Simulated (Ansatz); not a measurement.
# TaAs: the cost of one run

Method: DFT PBEsol, scalar-relativistic, plane waves, PAW, in Ansatz 0.2.0.

1 further run of the same task is left out (set aside as unsound or not needed).

## Step 1: The system as given

It takes space group I4_1md (No. 109, tetragonal). The conventional cell has a = 3.429 Å, b = 3.429 Å, c = 11.582 Å, α = 90.00°, β = 90.00°, γ = 90.00°. Ta (site symmetry 2mm) has 6 As at 2.59 to 2.60 Å as nearest neighbours. As (site symmetry 2mm) has 6 Ta at 2.59 to 2.60 Å as nearest neighbours.

Coordinates:

```cif
data_structure
_symmetry_space_group_name_H-M 'I4_1md'
_symmetry_Int_Tables_number 109
_cell_length_a 3.4287
_cell_length_b 3.4287
_cell_length_c 11.5823
_cell_angle_alpha 90.000
_cell_angle_beta 90.000
_cell_angle_gamma 90.000
_cell_volume 136.16
loop_
_atom_site_label
_atom_site_type_symbol
_atom_site_symmetry_multiplicity
_atom_site_Wyckoff_symbol
_atom_site_fract_x
_atom_site_fract_y
_atom_site_fract_z
_atom_site_occupancy
Ta1 Ta 4 a 0.00000 0.50000 0.75031 1
As1 As 4 a 0.50000 0.00000 0.83229 1
```

It goes back to an entry of the Materials Project.

This cell was relaxed beforehand with the same method: volume 17.02 Å³/atom, gap on the mesh none (metal).

## Step 2: Tight relaxation for the response runs, with the smearing for a metal

Response functions are second derivatives at a minimum, so forces and stress are first brought close to zero on the mesh and occupations that the response runs use.

input.yaml reads:

```yaml
crystal:
  lattice:
    - [-1.7143502425, 1.7143502425, 5.7911321836]
    - [1.7143502425, -1.7143502425, 5.7911321836]
    - [1.7143502425, 1.7143502425, -5.7911321836]
  atoms:
    - { symbol: Ta, position: [0.5003132537, 1.0003132537, 0.5] }
    - { symbol: Ta, position: [0.7503132537, 0.7503132537, 0.0] }
    - { symbol: As, position: [0.0822861663, 0.5822861663, 0.5] }
    - { symbol: As, position: [0.3322861663, 0.3322861663, 0.0] }
basis:
  ecutwfc: 420
kpoints:
  mp_grid: { grid: [18, 18, 18] }
hamiltonian:
  xc: pbesol
scf:
  occupations: { method: fermi_dirac, width: 0.15 }
output:
  forces: true
  stress: true
  eigenvalues: true
relax:
  adjacent_minimum: "off"
  f_tol: 0.001
  max_steps: 60
  cell: { stress_tol: 0.01 }
```

The run is started by

```console
ansatz run input.yaml --threads 2 --pin off --max-ram 5120MiB --backend cpu --events-out ev --progress --plain --runs-dir out
```

**Question.** How long does this run take on 2 threads of Arm Neoverse V2, shared host, and how much memory does it need?

About 3.4 min, with a peak of 1.1 GiB.
